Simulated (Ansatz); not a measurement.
# CH4BNSe: up Jacob's ladder to CCSD(T)

Aim: compute CH4BNSe with functionals from several rungs and with coupled cluster. The yardstick is the atomisation energy at the CCSD(T) limit.

The runs use Ansatz 0.2.0, Gaussian basis; functionals in def2-TZVPP, the program's frozen cores in correlated methods.

The runs, in order: LDA (SPW92), PBE-D4, revPBE-D4, BLYP-D4, r2SCAN-D4, B97M-V, PBE0-D4, B3LYP-D4, r2SCANh-D4, r2SCAN0-D4, HSE06-D4, BHLYP-D4, CAM-B3LYP-D4, LC-ωPBE, ωB97X-V, ωB97M-V, B2PLYP, PBE-QIDH; CCSD(T)/def2-SVP; CCSD(T)/def2-TZVPP; MP2/def2-QZVPP; extrapolation to the limit; RPA on PBE.

**1. The geometry**

An earlier PBE0-D4 in a triple-zeta def2 set relaxation fixed the geometry.

8 atoms, charge 0, spin multiplicity 1.

Atoms are counted from 1 here; the program's logs count them from 0.

Bond lengths: B1–C2 1.528 Å, B1–H5 1.197 Å, B1–H6 1.197 Å, C2–N3 1.305 Å, C2–Se4 1.810 Å, N3–H7 1.009 Å, N3–H8 1.008 Å. Angles: C2–B1–H5 118.6°, C2–B1–H6 118.6°, H5–B1–H6 121.2°, B1–C2–N3 143.1°, B1–C2–Se4 85.2°, N3–C2–Se4 131.7°, C2–N3–H7 121.4°, C2–N3–H8 120.4°, H7–N3–H8 118.1°.

**2. LDA**

This LDA is Slater exchange with PW92 correlation.

Input file in.yaml:

```yaml
crystal:
  periodic: [false, false, false]
  atoms:
    - {symbol: B, position_ang: [-0.117443, 1.133872, -0.616397]}
    - {symbol: C, position_ang: [-0.022008, -0.295219, -0.083771]}
    - {symbol: N, position_ang: [0.255274, -0.995694, 0.981586]}
    - {symbol: Se, position_ang: [-0.519910, -0.788670, -1.752176]}
    - {symbol: H, position_ang: [-1.119473, 1.755194, -0.412509]}
    - {symbol: H, position_ang: [0.883458, 1.675023, -0.986567]}
    - {symbol: H, position_ang: [0.212833, -2.004103, 0.974453]}
    - {symbol: H, position_ang: [0.519471, -0.537502, 1.839479]}
basis:
  gaussian: {orbitals: def2-TZVPP}
hamiltonian: {xc: lda}
output: {orbitals: {seedname: orbitals}}
```

The run is started by

```bash
ansatz run in.yaml --threads 2 --pin off --events-out ev --progress --plain --max-ram 4352MiB
```

After this run come: PBE-D4 (GGA); revPBE-D4 (GGA); BLYP-D4 (GGA); r2SCAN-D4 (meta-GGA); B97M-V (meta-GGA); B3LYP-D4 (hybrid); r2SCANh-D4 (hybrid); r2SCAN0-D4 (hybrid); HSE06-D4 (hybrid); BHLYP-D4 (hybrid); CAM-B3LYP-D4 (range-separated); LC-ωPBE (range-separated); ωB97X-V (range-separated); ωB97M-V (range-separated); B2PLYP (double hybrid); PBE-QIDH (double hybrid); CCSD(T) in def2-SVP; CCSD(T) in def2-TZVPP; MP2 in def2-QZVPP; RPA on PBE orbitals.

Before running them: what should the planned runs give, taken together? Wanted: atomisation energy, CCSD(T)/CBS; farthest beyond LDA; mean size of error, GGA; mean size of error, meta-GGA; mean size of error, hybrid; mean size of error, range-separated; mean size of error, double hybrid; gap, smallest and largest; T1 diagnostic.

The runs gave:

| quantity | value |
| --- | --- |
| atomisation energy, CCSD(T)/CBS | 678.7 kcal/mol |
| functionals within 6.8 kcal/mol (1.0 %) | B97M-V, r2SCANh-D4, r2SCAN0-D4, CAM-B3LYP-D4, LC-ωPBE, ωB97X-V, ωB97M-V, B2PLYP, PBE-QIDH |
| farthest beyond LDA | PBE-D4 (+31.1 kcal/mol) |
| mean size of error, GGA | 18.2 kcal/mol |
| mean size of error, meta-GGA | 7.6 kcal/mol |
| mean size of error, hybrid | 10.1 kcal/mol |
| mean size of error, range-separated | 4.1 kcal/mol |
| mean size of error, double hybrid | 1.1 kcal/mol |
| gap, smallest and largest | 3.41 eV (LDA (SPW92)), 10.05 eV (LC-ωPBE) |
| T1 diagnostic | 0.0175 |
| triples share of the correlation energy | 4.4 % |

**Reading.** LDA overbinds by 122.0 kcal/mol (18 %). PBE-D4 is off by +31.1 kcal/mol. Double hybrids carry the basis error of their MP2 part in triple zeta, and no dispersion term here, so their miss is partly the set-up's. The rungs double hybrid, range-separated miss on average by less than the doubt on the reference (6.8 kcal/mol), so they tie; GGA functionals have the largest mean beyond LDA (18.2 kcal/mol). Misses under about 6.8 kcal/mol are within the doubt on the reference itself, which lacks core-valence correlation, relativity and higher excitations, and its outer-core shells are covered unevenly. All levels share the lack of spin-orbit coupling, which lowers the free heavy atoms and so the true binding. Hartree-Fock recovers 69 % of the binding; the rest is correlation. CCSD(T) in def2-SVP is off by -41.4 kcal/mol, so the small basis spoils what the method gains. The gap grows from 3.4 to 10.0 eV across the functionals, mostly with the share of exact exchange. Correlated methods include outer-core shells of Se, which these sets cover unevenly.
